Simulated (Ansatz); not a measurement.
# AlMo7S16: the cost of one run

Program: Ansatz 0.2.0. Level of theory: DFT, PBE, plane-wave PAW, default files, scalar-relativistic, as far as a step names no other. These are calculated values, not measurements.

### 1 The system as given

The structure is hexagonal, space group P-6m2 (No. 187). Conventional cell: a = 6.338 Å, b = 6.338 Å, c = 12.324 Å, α = 90.00°, β = 90.00°, γ = 120.00°. Around Al (site symmetry -6m2) lie 6 S at 2.41 Å. Mo (site symmetry mm2) has 6 S at 2.41 Å as nearest neighbours. Mo (site symmetry -6m2) has 6 S at 2.41 Å as nearest neighbours. S (site symmetry 3m) is surrounded by 3 Mo at 2.41 Å. Around S (site symmetry m) lie 3 Mo at 2.41 Å. Around S (site symmetry m) lie 2 Mo at 2.41 Å and 1 Al at 2.41 Å.

As a file:

```cif
data_structure
_symmetry_space_group_name_H-M 'P-6m2'
_symmetry_Int_Tables_number 187
_cell_length_a 6.3380
_cell_length_b 6.3380
_cell_length_c 12.3240
_cell_angle_alpha 90.000
_cell_angle_beta 90.000
_cell_angle_gamma 120.000
_cell_volume 428.73
loop_
_atom_site_label
_atom_site_type_symbol
_atom_site_symmetry_multiplicity
_atom_site_Wyckoff_symbol
_atom_site_fract_x
_atom_site_fract_y
_atom_site_fract_z
_atom_site_occupancy
Al1 Al 1 a 0.00000 0.00000 0.00000 1
Mo1 Mo 3 j 0.00000 0.50000 0.00000 1
Mo2 Mo 3 k 0.16667 0.83333 0.50000 1
Mo3 Mo 1 f 0.66667 0.33333 0.50000 1
S1 S 2 g 0.00000 0.00000 0.37300 1
S2 S 6 n 0.00000 0.50000 0.37300 1
S3 S 6 n 0.16667 0.83333 0.87300 1
S4 S 2 i 0.66667 0.33333 0.87300 1
```

Atom 1 of the input is the impurity.

### 2 First run, atoms as given

input.yaml reads:

```yaml
crystal:
  lattice:
    - [6.338, 0.0, 0.0]
    - [-3.169, 5.4888690092, 0.0]
    - [0.0, 0.0, 12.324]
  atoms:
    - { symbol: Al, position: [0.1666666666, 0.3333333334, 0.25] }
    - { symbol: Mo, position: [0.1666666666, 0.8333333334, 0.25] }
    - { symbol: Mo, position: [0.6666666666, 0.3333333334, 0.25] }
    - { symbol: Mo, position: [0.6666666666, 0.8333333334, 0.25] }
    - { symbol: Mo, position: [0.3333333334, 0.1666666666, 0.75] }
    - { symbol: Mo, position: [0.3333333334, 0.6666666666, 0.75] }
    - { symbol: Mo, position: [0.8333333334, 0.1666666666, 0.75] }
    - { symbol: Mo, position: [0.8333333334, 0.6666666666, 0.75] }
    - { symbol: S, position: [0.1666666666, 0.3333333334, 0.623] }
    - { symbol: S, position: [0.1666666666, 0.8333333334, 0.623] }
    - { symbol: S, position: [0.6666666666, 0.3333333334, 0.623] }
    - { symbol: S, position: [0.6666666666, 0.8333333334, 0.623] }
    - { symbol: S, position: [0.3333333334, 0.1666666666, 0.123] }
    - { symbol: S, position: [0.3333333334, 0.6666666666, 0.123] }
    - { symbol: S, position: [0.8333333334, 0.1666666666, 0.123] }
    - { symbol: S, position: [0.8333333334, 0.6666666666, 0.123] }
    - { symbol: S, position: [0.1666666666, 0.3333333334, 0.877] }
    - { symbol: S, position: [0.1666666666, 0.8333333334, 0.877] }
    - { symbol: S, position: [0.6666666666, 0.3333333334, 0.877] }
    - { symbol: S, position: [0.6666666666, 0.8333333334, 0.877] }
    - { symbol: S, position: [0.3333333334, 0.1666666666, 0.377] }
    - { symbol: S, position: [0.3333333334, 0.6666666666, 0.377] }
    - { symbol: S, position: [0.8333333334, 0.1666666666, 0.377] }
    - { symbol: S, position: [0.8333333334, 0.6666666666, 0.377] }
total_charge: -1
kpoints:
  mp_grid: { grid: [4, 4, 2] }
scf:
  occupations: { method: fermi_dirac, width: 0.01 }
hamiltonian:
  xc: pbe
  pseudopotentials: { kind: paw }
output:
  forces: true
  stress: true
  populations: true
  efg:
    quadrupole_moments_barn: { Al: 0.1466, Mo: -0.022, S: -0.0694 }
    contact_densities: true
  write_density: true
  write_potential: true
  elf: true
  volumetric_format: npy
```

Launch:

```
> ansatz run input.yaml --threads 1 --pin off --max-ram 3072MiB --backend cpu --events-out ev --progress --plain --runs-dir out
```

What time and memory should one allow on 1 thread of Intel Xeon Platinum 8259CL at 2.50GHz (Skylake/Cascade Lake), shared host?

About 54 s, with a peak of 0.92 GiB.
